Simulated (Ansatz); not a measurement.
# CH3FGeO: the cost of one run

All numbers are computed with the Python package of Ansatz 0.2.0. Level of theory: PBE0/def2-SVP.

### 1 The structure

Bond lengths: F1–C2 1.426 Å, C2–O3 1.349 Å, C2–Ge4 1.890 Å, O3–Ge4 1.742 Å, C2–H5 1.092 Å, Ge4–H6 1.577 Å, Ge4–H7 1.554 Å. Angles: F1–C2–O3 111.3°, F1–C2–Ge4 116.2°, F1–C2–H5 119.1°, O3–C2–Ge4 62.5°, O3–C2–H5 113.7°, Ge4–C2–H5 120.0°, C2–O3–Ge4 74.1°, C2–Ge4–O3 43.4°, C2–Ge4–H6 119.4°, C2–Ge4–H7 118.7°, O3–Ge4–H6 110.7°, O3–Ge4–H7 109.6°, H6–Ge4–H7 121.9°.

Input file ch3fgeo.xyz:

```xyz
7

F     0.60840   -1.89240    0.41760
C     0.40190   -0.51080    0.70550
O     1.10000    0.27520   -0.13980
Ge   -0.57440    0.47330   -0.57860
H     0.43080   -0.17400    1.74400
H    -1.07740    1.92510   -0.22170
H    -0.82800   -0.16430   -1.97260
```

### 2 Script

ch3fgeo_scan.py reads:

```python
"""Stretching a bond of CH3FGeO, the rest held rigid."""

import ansatz as az
import numpy as np

system = az.Crystal.molecule_from_extxyz("ch3fgeo.xyz")

symbols = [site.symbol for site in system.cartesian_sites]
start = np.array([site.position_ang for site in system.cartesian_sites])
axis = (start[4] - start[1]) / np.linalg.norm(start[4] - start[1])
moving = [4]
lengths, energies = [0.961, 1.005, 1.048, 1.092, 1.136, 1.18, 1.223, 1.289], []
for length in lengths:
    xyz = start.copy()
    xyz[moving] += (length - np.linalg.norm(start[4] - start[1])) * axis
    point = az.Crystal.molecule()
    for symbol, place in zip(symbols, xyz):
        point = point.atom(symbol, place.tolist())
    job = point.calculation()
    job = job.basis(gaussian="def2-SVP")
    job = job.functional("pbe0")
    job = job.scf(lower_state_search="off")
    summary = job.run(threads=1).report
    energies.append(summary["free_energy_ev"])
    print(f"r = {length:6.3f} A  E = {energies[-1]:.5f} eV  <S^2> = {abs(summary['mean_field']['state']['spin_squared']):.3f}")

# quartic fit about the minimum
fit = np.polynomial.Polynomial.fit(lengths, np.array(energies) - min(energies), 4).convert()
roots = [r.real for r in fit.deriv().roots() if abs(r.imag) < 1e-9 and fit.deriv(2)(r.real) > 0]
r_e = min(roots, key=lambda r: abs(r - lengths[int(np.argmin(energies))]))
print(f"minimum of the fit at {r_e:.4f} A, force constant {fit.deriv(2)(r_e):.2f} eV/A^2")
```

### 3 The calls as engine input

The engine receives this input (first run):

```yaml
crystal:
  periodic: [false, false, false]
  atoms:
    - { symbol: F, position_ang: [0.6084, -1.8924, 0.4176] }
    - { symbol: C, position_ang: [0.4019, -0.5108, 0.7055] }
    - { symbol: O, position_ang: [1.1, 0.2752, -0.1398] }
    - { symbol: Ge, position_ang: [-0.5744, 0.4733, -0.5786] }
    - { symbol: H, position_ang: [0.4273299911078203, -0.21443941158775548, 1.6193078119540258] }
    - { symbol: H, position_ang: [-1.0774, 1.9251, -0.2217] }
    - { symbol: H, position_ang: [-0.828, -0.1643, -1.9726] }
basis:
  gaussian:
    orbitals: def2-SVP
hamiltonian:
  xc: pbe0
scf:
  lower_state_search: "off"
```

### 4 Launch

Started as:

```sh
> python ch3fgeo_scan.py
```

Q: Estimate wall time and peak memory on 1 thread of Arm Neoverse V2, shared host.

About 13 s, with a peak of 0.21 GiB.
